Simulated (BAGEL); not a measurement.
# C2H5AlS (SMILES C=[C]([AlH2])S) at HF/STO-3G (density fitting with qzvpp-jkfit)

Aim: the vertical singlet–triplet gap of C2H5AlS at HF/STO-3G (density fitting with qzvpp-jkfit), from 2 runs. 

The results are computed with BAGEL 1.2.2.

2 further runs of the same task are left out: 2 set aside as unsound or not needed. Runs told in other sessions of the task aren't counted.

## 1. The structure to begin with

C2H5AlS: 9 atoms, total charge 0, spin state singlet. As SMILES, `C=[C]([AlH2])S`. The coordinates come from a PBE0-D4/def2-TZVP relaxation. This is one conformer, not always the lowest.

Bond lengths: C1–C2 1.340 Å, C2–Al3 1.942 Å, C2–S4 1.757 Å, C1–H5 1.086 Å, C1–H6 1.089 Å, Al3–H7 1.584 Å, Al3–H8 1.587 Å, S4–H9 1.342 Å. Angles: C1–C2–Al3 118.3°, C1–C2–S4 120.0°, Al3–C2–S4 121.6°, C2–C1–H5 120.3°, C2–C1–H6 123.6°, C2–Al3–H7 118.0°, C2–Al3–H8 118.7°, C2–S4–H9 97.6°, H5–C1–H6 116.1°, H7–Al3–H8 123.3°.

## 2. The energy at HF/STO-3G (density fitting with qzvpp-jkfit)

File hf.json:

```json
{ "bagel" : [

{
  "title" : "molecule",
  "basis" : "sto-3g",
  "df_basis" : "qzvpp-jkfit",
  "angstrom" : "true",
  "geometry" : [
    { "atom" : "C", "xyz" : [   -0.052000,    1.292400,   -0.845400 ] },
    { "atom" : "C", "xyz" : [   -0.306500,    0.328600,    0.050700 ] },
    { "atom" : "Al", "xyz" : [    0.856000,   -1.226200,    0.087600 ] },
    { "atom" : "S", "xyz" : [   -1.665000,    0.490100,    1.153000 ] },
    { "atom" : "H", "xyz" : [    0.786500,    1.197000,   -1.528500 ] },
    { "atom" : "H", "xyz" : [   -0.647600,    2.198400,   -0.942300 ] },
    { "atom" : "H", "xyz" : [    2.057300,   -1.282500,   -0.943100 ] },
    { "atom" : "H", "xyz" : [    0.559000,   -2.374400,    1.142300 ] },
    { "atom" : "H", "xyz" : [   -1.499300,   -0.669600,    1.808500 ] }
  ]
},
{
  "title" : "hf"
},
{
  "title" : "print",
  "file" : "orbitals.molden",
  "orbitals" : "true"
}

]}
```

Launch:

```console
$ BAGEL_NUM_THREADS=1 BAGEL hf.json > hf.out
```

The log of the run:

```text
* using 1 threads per process

  ===============================================================
  ===============================================================

  *** Geometry ***

  { "atom" : "C", "xyz" : [     -0.098266,      2.442282,     -1.597574 ] },
  { "atom" : "C", "xyz" : [     -0.579201,      0.620964,      0.095809 ] },
  { "atom" : "Al", "xyz" : [      1.617606,     -2.317182,      0.165540 ] },
  { "atom" : "S", "xyz" : [     -3.146394,      0.926155,      2.178854 ] },
  { "atom" : "H", "xyz" : [      1.486270,      2.262002,     -2.888446 ] },
  { "atom" : "H", "xyz" : [     -1.223787,      4.154374,     -1.780689 ] },
  { "atom" : "H", "xyz" : [      3.887734,     -2.423574,     -1.782201 ] },
  { "atom" : "H", "xyz" : [      1.056357,     -4.486966,      2.158634 ] },
  { "atom" : "H", "xyz" : [     -2.833266,     -1.265361,      3.417570 ] },

  Number of auxiliary basis functions:      496

  Since a DF basis is specified, we compute 2- and 3-index integrals:
    o Being stored without compression. Storage requirement is 0.004 GB

  Number of basis functions:       33
  Number of electrons      :       46

    * METHOD: MOLECULE                             0.13

  *** RHF ***

  === Nuclear Repulsion ===
   179.1389422896

      * DIIS with orbital gradients will be used.

  === RHF iteration (sto-3g) ===
      0       -709.80377560          0.00981422           0.02
      1       -709.85080233          0.00320337           0.02
      2       -709.85442701          0.00126187           0.02
      3       -709.85509450          0.00025828           0.02
      4       -709.85512890          0.00004364           0.02
      5       -709.85513064          0.00001012           0.02
      6       -709.85513073          0.00000147           0.02
      7       -709.85513073          0.00000040           0.02
      8       -709.85513073          0.00000011           0.02
      9       -709.85513073          0.00000005           0.02
     10       -709.85513073          0.00000002           0.02
     11       -709.85513073          0.00000000           0.02
    * SCF iteration converged.

    * Permanent dipole moment:
           (   -0.343171,     0.530680,    -0.061346) a.u.

    * METHOD: HF                                   0.26

    * METHOD: PRINT                                0.00

  ===============================================================
```

Wall time 0.6 s (1 thread of AMD EPYC 9R45 (Zen 5), shared host).

## 3. The triplet

File input.json:

```json
{ "bagel" : [

{
  "title" : "molecule",
  "basis" : "sto-3g",
  "df_basis" : "qzvpp-jkfit",
  "angstrom" : true,
  "geometry" : [
    { "atom" : "C", "xyz" : [      -0.052000,       1.292400,      -0.845400 ] },
    { "atom" : "C", "xyz" : [      -0.306500,       0.328600,       0.050700 ] },
    { "atom" : "Al", "xyz" : [       0.856000,      -1.226200,       0.087600 ] },
    { "atom" : "S", "xyz" : [      -1.665000,       0.490100,       1.153000 ] },
    { "atom" : "H", "xyz" : [       0.786500,       1.197000,      -1.528500 ] },
    { "atom" : "H", "xyz" : [      -0.647600,       2.198400,      -0.942300 ] },
    { "atom" : "H", "xyz" : [       2.057300,      -1.282500,      -0.943100 ] },
    { "atom" : "H", "xyz" : [       0.559000,      -2.374400,       1.142300 ] },
    { "atom" : "H", "xyz" : [      -1.499300,      -0.669600,       1.808500 ] }
  ]
},

{ "title" : "uhf", "nopen" : 2 },

{ "title" : "print", "file" : "orbitals.molden", "orbitals" : true }

]}
```

Launch:

```console
$ BAGEL_NUM_THREADS=1 BAGEL input.json > input.out
```

The log of the run:

```text
* using 1 threads per process

  ===============================================================
  ===============================================================

  *** Geometry ***

  { "atom" : "C", "xyz" : [     -0.098266,      2.442282,     -1.597574 ] },
  { "atom" : "C", "xyz" : [     -0.579201,      0.620964,      0.095809 ] },
  { "atom" : "Al", "xyz" : [      1.617606,     -2.317182,      0.165540 ] },
  { "atom" : "S", "xyz" : [     -3.146394,      0.926155,      2.178854 ] },
  { "atom" : "H", "xyz" : [      1.486270,      2.262002,     -2.888446 ] },
  { "atom" : "H", "xyz" : [     -1.223787,      4.154374,     -1.780689 ] },
  { "atom" : "H", "xyz" : [      3.887734,     -2.423574,     -1.782201 ] },
  { "atom" : "H", "xyz" : [      1.056357,     -4.486966,      2.158634 ] },
  { "atom" : "H", "xyz" : [     -2.833266,     -1.265361,      3.417570 ] },

  Number of auxiliary basis functions:      496

  Since a DF basis is specified, we compute 2- and 3-index integrals:
    o Being stored without compression. Storage requirement is 0.004 GB

  Number of basis functions:       33
  Number of electrons      :       46

    * METHOD: MOLECULE                             0.13

  *** Open-shell HF ***

  === Nuclear Repulsion ===
   179.1389422896

      * DIIS with orbital gradients will be used.

  === UHF iteration (sto-3g) ===
      0       -709.65460261          0.01669671           0.03
      1       -709.70868093          0.00604722           0.03
      2       -709.72126945          0.00350599           0.03
      3       -709.72843875          0.00269405           0.03
      4       -709.73249039          0.00166989           0.03
      5       -709.73496703          0.00023780           0.03
      6       -709.73500590          0.00012291           0.03
      7       -709.73502256          0.00003971           0.03
      8       -709.73502688          0.00001076           0.03
      9       -709.73502796          0.00000217           0.03
     10       -709.73502824          0.00000109           0.03
     11       -709.73502836          0.00000057           0.03
     12       -709.73502840          0.00000015           0.03
     13       -709.73502840          0.00000003           0.03
     14       -709.73502840          0.00000001           0.03
     15       -709.73502840          0.00000001           0.03
    * SCF iteration converged.

    * S^2 (UHF) is 2.0232

    * Permanent dipole moment:
           (   -0.222948,     0.304434,    -0.012454) a.u.

    * METHOD: UHF                                  0.59

    * METHOD: PRINT                                0.00

  ===============================================================
```

Run time: 0.94 s. Hardware: 1 thread of AMD EPYC 9R45 (Zen 5), shared host.

## 4. Outcome

At HF/STO-3G (density fitting with qzvpp-jkfit):

```
                                        quantity          value
                           singlet: total energy  -709.85513 Eh
                          singlet: dipole moment         1.61 D
                            singlet: HOMO energy       -6.04 eV
                            singlet: LUMO energy        7.39 eV
                          singlet: HOMO–LUMO gap       13.44 eV
                           triplet: total energy  -709.73503 Eh
                          triplet: dipole moment         0.96 D
                                   triplet: ⟨S²⟩          2.023
vertical energy of the triplet above the singlet       3.268 eV
```

**Reading.** At this shape the triplet lies 3.27 eV (315 kJ/mol) above the singlet. In a minimal basis such a difference can be off by several eV, whatever the method.
